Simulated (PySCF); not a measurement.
# C13H7N: field gradients at the nuclei, part 2 of 2

Aim: the electric field gradients and quadrupole couplings of C13H7N at several levels. Each job file holds the settings and the coordinates that a driver script hands to the program.

PySCF 2.14.0, density-fitted response routines. The steps go on from the part before.

**5. Field gradients, B3LYP/def2-TZVPP**

The input, job.txt:

```
{"job": {"kind": "efgt", "xc": "B3LYP", "basis": "def2-TZVPP"}, "charge": 0, "multiplicity": 1}
N      4.078686    -0.036254    -0.448611
C      2.958495    -0.317569    -0.338708
C      1.573108    -0.640988    -0.201644
C      1.159083    -1.971257    -0.216825
C     -0.200442    -2.346881    -0.084842
C     -1.152551    -1.357638     0.064650
C     -0.714326    -0.010971     0.077836
C     -1.819871     0.855384     0.238602
C     -1.576181     2.212708     0.273892
C     -0.234718     2.671654     0.147651
C      0.835459     1.810699    -0.009040
C      0.607099     0.406738    -0.047984
C     -3.003224    -0.011580     0.328924
C     -2.610181    -1.313426     0.226630
H      1.915686    -2.749119    -0.335225
H     -0.465520    -3.406550    -0.103982
H     -2.383803     2.938869     0.395682
H     -0.046815     3.747381     0.176126
H      1.851580     2.201075    -0.102736
H     -4.027591     0.338699     0.457257
H     -3.263532    -2.185085     0.258658
```

Standard output:

```text
coarse grid: 19520 points
cycle   1  E = -554.4619547007  dE =  2.654e+00  |g| = 5.916e-01  |ddm| = 4.636e+00
cycle   2  E = -554.2392062179  dE =  2.227e-01  |g| = 1.158e+00  |ddm| = 3.255e+00
cycle   3  E = -554.5333661707  dE = -2.942e-01  |g| = 2.617e-01  |ddm| = 2.405e+00
cycle   4  E = -554.5489357295  dE = -1.557e-02  |g| = 7.458e-02  |ddm| = 2.829e-01
cycle   5  E = -554.5500414648  dE = -1.106e-03  |g| = 3.771e-02  |ddm| = 1.154e-01
cycle   6  E = -554.5503958438  dE = -3.544e-04  |g| = 7.645e-03  |ddm| = 3.608e-02
cycle   7  E = -554.5504087243  dE = -1.288e-05  |g| = 2.975e-03  |ddm| = 1.118e-02
cycle   8  E = -554.5504109561  dE = -2.232e-06  |g| = 7.784e-04  |ddm| = 3.597e-03
final grid: 266096 points
cycle   9  E = -554.5321094340  dE = -1.329e-04  |g| = 6.131e-03  |ddm| = 3.355e-01
cycle  10  E = -554.5321057029  dE =  3.731e-06  |g| = 6.827e-03  |ddm| = 1.886e-02
cycle  11  E = -554.5321169966  dE = -1.129e-05  |g| = 2.436e-03  |ddm| = 7.399e-03
cycle  12  E = -554.5321185862  dE = -1.590e-06  |g| = 6.280e-04  |ddm| = 2.983e-03
cycle  13  E = -554.5321186838  dE = -9.755e-08  |g| = 2.375e-04  |ddm| = 6.807e-04
cycle  14  E = -554.5321186969  dE = -1.310e-08  |g| = 8.255e-05  |ddm| = 3.583e-04
cycle  15  E = -554.5321186981  dE = -1.234e-09  |g| = 4.181e-05  |ddm| = 9.563e-05
cycle  16  E = -554.5321186985  dE = -3.740e-10  |g| = 1.018e-05  |ddm| = 4.819e-05
converged SCF energy = -554.5321186985

Field-gradient tensors (au): xx yy zz xy xz yz
  0 N    -0.87105    0.45107    0.41998   -0.34158    0.12721    0.03829
  1 C    -0.38331    0.17982    0.20349   -0.15284    0.05794    0.01541
  2 C     0.04951   -0.22502    0.17551    0.03569    0.01575   -0.02228
  3 C    -0.17743   -0.16120    0.33863   -0.00256    0.05727   -0.02283
  4 C    -0.17412   -0.17449    0.34861    0.03010    0.05957   -0.02746
  5 C    -0.13815   -0.22923    0.36738    0.02950    0.05766   -0.03073
  6 C    -0.14586   -0.13131    0.27717   -0.00112    0.04700   -0.01877
  7 C    -0.10635   -0.21825    0.32460    0.02842    0.04930   -0.02820
  8 C    -0.15888   -0.21501    0.37389   -0.02346    0.05821   -0.02467
  9 C    -0.16759   -0.16213    0.32972    0.02818    0.05665   -0.02589
 10 C    -0.18845   -0.15438    0.34283    0.03132    0.06057   -0.02647
 11 C    -0.17576   -0.15230    0.32805   -0.05688    0.05338   -0.01594
 12 C    -0.10553   -0.19676    0.30229    0.06132    0.04825   -0.02974
 13 C    -0.05525   -0.21526    0.27051    0.01231    0.03687   -0.02369
 14 H     0.06493    0.07879   -0.14372   -0.19900   -0.03250    0.03219
 15 H    -0.10639    0.25355   -0.14715    0.09552   -0.00017    0.00777
 16 H     0.09140    0.05007   -0.14147   -0.20025   -0.03528    0.03096
 17 H    -0.11710    0.26584   -0.14874    0.06845   -0.00041    0.01144
 18 H     0.21809   -0.07446   -0.14364    0.13491   -0.03389   -0.01150
 19 H     0.23423   -0.09047   -0.14377   -0.12670   -0.04790    0.01660
 20 H     0.01580    0.13480   -0.15060    0.20049   -0.00920   -0.00899
```

Wall time 91 s (8 threads of Arm Neoverse V1, shared host); peak memory 4.2 GiB.

**6. Field gradients, CAM-B3LYP/def2-TZVPP**

job.txt: that of step 5 with these lines changed.

```diff
@@ -1,2 +1,2 @@
-{"job": {"kind": "efgt", "xc": "B3LYP", "basis": "def2-TZVPP"}, "charge": 0, "multiplicity": 1}
+{"job": {"kind": "efgt", "xc": "CAM-B3LYP", "basis": "def2-TZVPP"}, "charge": 0, "multiplicity": 1}
 N      4.078686    -0.036254    -0.448611
```

Standard output:

```text
coarse grid: 19520 points
cycle   1  E = -554.1464412214  dE =  3.288e+00  |g| = 5.609e-01  |ddm| = 4.588e+00
cycle   2  E = -554.0431765988  dE =  1.033e-01  |g| = 9.397e-01  |ddm| = 2.457e+00
cycle   3  E = -554.2300655766  dE = -1.869e-01  |g| = 9.169e-02  |ddm| = 1.549e+00
cycle   4  E = -554.2316416621  dE = -1.576e-03  |g| = 5.459e-02  |ddm| = 1.601e-01
cycle   5  E = -554.2323638830  dE = -7.222e-04  |g| = 1.469e-02  |ddm| = 6.575e-02
cycle   6  E = -554.2324172511  dE = -5.337e-05  |g| = 3.374e-03  |ddm| = 1.451e-02
cycle   7  E = -554.2324213818  dE = -4.131e-06  |g| = 1.490e-03  |ddm| = 6.384e-03
final grid: 266096 points
cycle   8  E = -554.2174668849  dE = -7.967e-05  |g| = 4.428e-03  |ddm| = 2.037e-01
cycle   9  E = -554.2174682397  dE = -1.355e-06  |g| = 3.741e-03  |ddm| = 1.533e-02
cycle  10  E = -554.2174715327  dE = -3.293e-06  |g| = 8.381e-04  |ddm| = 3.927e-03
cycle  11  E = -554.2174716654  dE = -1.327e-07  |g| = 4.359e-04  |ddm| = 1.473e-03
cycle  12  E = -554.2174717026  dE = -3.720e-08  |g| = 1.616e-04  |ddm| = 7.170e-04
cycle  13  E = -554.2174717089  dE = -6.283e-09  |g| = 4.869e-05  |ddm| = 1.745e-04
cycle  14  E = -554.2174717097  dE = -8.390e-10  |g| = 2.016e-05  |ddm| = 9.988e-05
converged SCF energy = -554.2174717097

Field-gradient tensors (au): xx yy zz xy xz yz
  0 N    -0.88587    0.46130    0.42458   -0.34851    0.12904    0.03930
  1 C    -0.39403    0.18156    0.21247   -0.15587    0.05999    0.01540
  2 C     0.05336   -0.23088    0.17752    0.03798    0.01565   -0.02289
  3 C    -0.18374   -0.16789    0.35163   -0.00246    0.05943   -0.02375
  4 C    -0.17542   -0.17854    0.35396    0.02977    0.06029   -0.02786
  5 C    -0.14278   -0.23678    0.37956    0.03035    0.05956   -0.03173
  6 C    -0.15071   -0.13472    0.28543   -0.00092    0.04847   -0.01932
  7 C    -0.10761   -0.22268    0.33030    0.02938    0.05012   -0.02877
  8 C    -0.16398   -0.22012    0.38410   -0.02312    0.05993   -0.02542
  9 C    -0.16963   -0.16662    0.33625    0.02816    0.05761   -0.02639
 10 C    -0.19429   -0.15819    0.35248    0.03132    0.06230   -0.02709
 11 C    -0.17992   -0.15590    0.33582   -0.05738    0.05468   -0.01641
 12 C    -0.11230   -0.20243    0.31473    0.06219    0.05043   -0.03067
 13 C    -0.05843   -0.22108    0.27951    0.01107    0.03816   -0.02423
 14 H     0.06513    0.07879   -0.14391   -0.19987   -0.03258    0.03229
 15 H    -0.10690    0.25446   -0.14756    0.09603   -0.00013    0.00778
 16 H     0.09175    0.04997   -0.14172   -0.20116   -0.03539    0.03107
 17 H    -0.11770    0.26681   -0.14911    0.06882   -0.00037    0.01146
 18 H     0.21889   -0.07496   -0.14393    0.13551   -0.03398   -0.01158
 19 H     0.23510   -0.09127   -0.14383   -0.12705   -0.04802    0.01661
 20 H     0.01587    0.13491   -0.15077    0.20136   -0.00919   -0.00907
```

It took 1.8 min on 8 threads of Arm Neoverse V1, shared host; peak memory 4.9 GiB.

**7. Field gradients, HF/def2-TZVPP**

job.txt: that of step 6 with these lines changed.

```diff
@@ -1,2 +1,2 @@
-{"job": {"kind": "efgt", "xc": "CAM-B3LYP", "basis": "def2-TZVPP"}, "charge": 0, "multiplicity": 1}
+{"job": {"kind": "efgt", "xc": "HF", "basis": "def2-TZVPP"}, "charge": 0, "multiplicity": 1}
 N      4.078686    -0.036254    -0.448611
```

Standard output:

```text
final grid: 266096 points
cycle   1  E = -550.7764547800  dE =  4.794e+00  |g| = 7.666e-01  |ddm| = 4.551e+00
cycle   2  E = -550.9228033158  dE = -1.463e-01  |g| = 5.293e-01  |ddm| = 1.493e+00
cycle   3  E = -550.9802681695  dE = -5.746e-02  |g| = 1.787e-01  |ddm| = 7.039e-01
cycle   4  E = -550.9893872890  dE = -9.119e-03  |g| = 3.340e-02  |ddm| = 2.847e-01
cycle   5  E = -550.9897624799  dE = -3.752e-04  |g| = 1.118e-02  |ddm| = 7.704e-02
cycle   6  E = -550.9898226998  dE = -6.022e-05  |g| = 5.473e-03  |ddm| = 3.136e-02
cycle   7  E = -550.9898434517  dE = -2.075e-05  |g| = 2.054e-03  |ddm| = 1.615e-02
cycle   8  E = -550.9898487572  dE = -5.305e-06  |g| = 1.060e-03  |ddm| = 7.196e-03
cycle   9  E = -550.9898500751  dE = -1.318e-06  |g| = 5.166e-04  |ddm| = 3.281e-03
cycle  10  E = -550.9898503998  dE = -3.247e-07  |g| = 2.730e-04  |ddm| = 1.767e-03
cycle  11  E = -550.9898505064  dE = -1.066e-07  |g| = 1.186e-04  |ddm| = 1.141e-03
cycle  12  E = -550.9898505261  dE = -1.968e-08  |g| = 5.524e-05  |ddm| = 3.912e-04
cycle  13  E = -550.9898505304  dE = -4.265e-09  |g| = 2.255e-05  |ddm| = 1.945e-04
cycle  14  E = -550.9898505310  dE = -6.103e-10  |g| = 7.746e-06  |ddm| = 7.532e-05
converged SCF energy = -550.9898505310

Field-gradient tensors (au): xx yy zz xy xz yz
  0 N    -0.96177    0.51783    0.44394   -0.38396    0.13794    0.04484
  1 C    -0.46186    0.20380    0.25806   -0.17783    0.07155    0.01669
  2 C     0.05699   -0.24919    0.19220    0.04351    0.01714   -0.02501
  3 C    -0.21715   -0.20141    0.41856   -0.01450    0.07003   -0.02706
  4 C    -0.19358   -0.18402    0.37760    0.03271    0.06507   -0.02954
  5 C    -0.17476   -0.26728    0.44203    0.03417    0.07025   -0.03645
  6 C    -0.17223   -0.14842    0.32065   -0.00189    0.05474   -0.02147
  7 C    -0.12119   -0.24579    0.36699    0.02737    0.05563   -0.03131
  8 C    -0.18561   -0.24161    0.42722   -0.03364    0.06664   -0.02725
  9 C    -0.19679   -0.17750    0.37429    0.03287    0.06508   -0.02917
 10 C    -0.21227   -0.18227    0.39454    0.03755    0.06928   -0.03083
 11 C    -0.20108   -0.18363    0.38471   -0.05712    0.06248   -0.01998
 12 C    -0.13328   -0.23847    0.37176    0.05908    0.05897   -0.03462
 13 C    -0.07423   -0.24082    0.31504    0.01634    0.04413   -0.02736
 14 H     0.06639    0.08038   -0.14677   -0.20321   -0.03319    0.03286
 15 H    -0.10784    0.25988   -0.15204    0.09774   -0.00045    0.00804
 16 H     0.09408    0.05137   -0.14546   -0.20494   -0.03624    0.03173
 17 H    -0.11933    0.27256   -0.15323    0.07010   -0.00059    0.01177
 18 H     0.22277   -0.07518   -0.14758    0.13758   -0.03472   -0.01165
 19 H     0.23946   -0.09270   -0.14676   -0.12926   -0.04893    0.01692
 20 H     0.01678    0.13791   -0.15469    0.20481   -0.00957   -0.00913
```

Run time: 51 s. Hardware: 8 threads of Arm Neoverse V1, shared host; peak memory 4.9 GiB.

**8. Comparison**

Largest principal value Vzz, in atomic units:

```
    atom  PBE0/def2-TZVPP  PBE/def2-TZVPP  B3LYP/def2-TZVPP  CAM-B3LYP/def2-TZVPP  HF/def2-TZVPP
      N1          -0.9387         -0.8949           -0.9668               -0.9836        -1.0693
      C2          -0.4059         -0.3754           -0.4278               -0.4394        -0.5134
      C3          -0.2205         -0.2081           -0.2310               -0.2373        -0.2569
      C4           0.3357          0.3083            0.3460                0.3592         0.4275
      C5           0.3449          0.3264            0.3564                0.3618         0.3861
      C6           0.3586          0.3343            0.3751                0.3875         0.4514
      C7           0.2708          0.2551            0.2832                0.2916         0.3276
      C8           0.3148          0.2994            0.3313                0.3371         0.3745
      C9           0.3704          0.3458            0.3814                0.3918         0.4358
     C10           0.3255          0.3078            0.3371                0.3438         0.3828
     C11           0.3401          0.3174            0.3507                0.3605         0.4036
     C12           0.3190          0.2987            0.3346                0.3426         0.3925
     C13           0.2999          0.2748            0.3089                0.3217         0.3798
     C14           0.2669          0.2477            0.2756                0.2848         0.3211
     H15           0.2820          0.2815            0.2760                0.2769         0.2818
     H16           0.2832          0.2826            0.2775                0.2785         0.2844
CPU time          1.8 min         3.7 min           1.8 min               2.2 min           64 s
```

Couplings eQVzz/h in MHz (234.9647 × Q in barn × Vzz), with Q = 0.02044 (14N), 0.00285783 (2H):

```
     nucleus  PBE0/def2-TZVPP  PBE/def2-TZVPP  B3LYP/def2-TZVPP  CAM-B3LYP/def2-TZVPP  HF/def2-TZVPP
14N (atom 1)           -4.508          -4.298            -4.643                -4.724         -5.135
2H (atom 15)            0.189           0.189             0.185                 0.186          0.189
2H (atom 16)            0.190           0.190             0.186                 0.187          0.191
2H (atom 17)            0.190           0.190             0.186                 0.187          0.191
2H (atom 18)            0.191           0.190             0.187                 0.187          0.191
2H (atom 19)            0.188           0.188             0.184                 0.185          0.188
2H (atom 20)            0.194           0.194             0.191                 0.191          0.195
2H (atom 21)            0.195           0.195             0.191                 0.192          0.196
```

**9. Outcome**

The summary covers parts 1 to 2.

| quantity | value |
| --- | --- |
| coupling of 14N (atom 1), PBE0/def2-TZVPP | -4.508 MHz |
| coupling of 2H (atom 15), PBE0/def2-TZVPP | 0.189 MHz |
| coupling of 2H (atom 16), PBE0/def2-TZVPP | 0.190 MHz |
| coupling of 2H (atom 17), PBE0/def2-TZVPP | 0.190 MHz |
| coupling of 2H (atom 18), PBE0/def2-TZVPP | 0.191 MHz |

What this shows: The largest coupling, that of 14N, runs from -5.135 (HF/def2-TZVPP) to -4.298 MHz (PBE/def2-TZVPP). The gradients are non-relativistic, at the equilibrium geometry and in principal axes; measured couplings hold vibrational averaging and refer to the inertial axes. The def2 sets are stiff near the nuclei, which limits their accuracy.
